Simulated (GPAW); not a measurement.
Cd2S:

```
Cd S
1.0
     3.96267    0.00000    0.00000
    -1.98134    3.43177    0.00000
     0.00000    0.00000    5.80919
Cd S
2 1
Direct
  0.33333 0.66667 0.93272
  0.66667 0.33333 0.57873
  0.33333 0.66667 0.36571
```

The cell comes from a database or a generator and needn't be the stable form of this composition.

Base run:

| Item | Value |
| --- | --- |
| Program | GPAW 26.7.0 |
| Functional | LDA |
| Potentials or basis | the program's PAW data sets (release 1.2.1) made for this functional |
| Cutoff | 600 eV |
| Basis | pw |
| k mesh | 6 × 6 × 4 |
| Occupations | fermi-dirac, width 0.05 eV |
| Spin | no spin polarisation |

Its results: pressure -5.2 GPa; largest force 0.148 eV/Å.

Question: After a change of settings the same cell gave: pressure -6.3 GPa; largest force 0.145 eV/Å. Which change was it?
A. functional from LDA to PBEsol; potentials or basis from the program's PAW data sets (release 1.2.1) made for this functional to PAW data sets generated in the run's folder for this functional
B. functional from LDA to PBE; potentials or basis from the program's PAW data sets (release 1.2.1) made for this functional to GPAW PAW data sets (gpaw-data 1.2.1)
C. cutoff from 600 eV to 450 eV
D. functional from LDA to r2SCAN; potentials or basis from the program's PAW data sets (release 1.2.1) made for this functional to GPAW PAW data sets (gpaw-data 1.2.1)

Answer: C.

Caveats: the cutoff is short for stress and forces, so pressures can be off by a GPa or more (some runs).

Not every run made on this cell is shown here.
